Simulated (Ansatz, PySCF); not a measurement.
## Hg2I2 in two programs

Hg2I2 (singlet), relaxed with PySCF 2.14.0, RKS r2SCAN, Hg def2-SVP with ECP60, I def2-SVP with ECP28; non-relativistic Hamiltonian with scalar-relativistic core potentials where named; density fitting; no spin-orbit coupling:

```xyz
4

Hg    0.0000    0.0000    2.4902
Hg    0.0000    0.0000   -0.8177
I     2.6226    0.0000   -0.9292
I    -2.6226    0.0000   -0.9292
```

There the HOMO–LUMO gap is 3.21 eV. 

The same geometry by Ansatz 0.2.0 (PBE, PAW, a periodic box with 9 Å of vacuum):

```tsv
spin-orbit coupling	gap (eV)	largest force component (eV/Å)
without	2.96	0.16
```

Question: What does the run with spin-orbit coupling give?

Answer: gap (eV): 2.68, largest force component (eV/Å): 0.18. It took 28 s on 2 threads of Arm Neoverse V2 (shared host), peak memory 2.3 GiB.

The spin-orbit runs use fully relativistic datasets of their own, so changes of a few hundredths of an eV needn't come from the coupling.

No frequency check is given that shows the relaxed geometry to be a minimum.

The two programs differ in functional, so their gaps don't test each other.
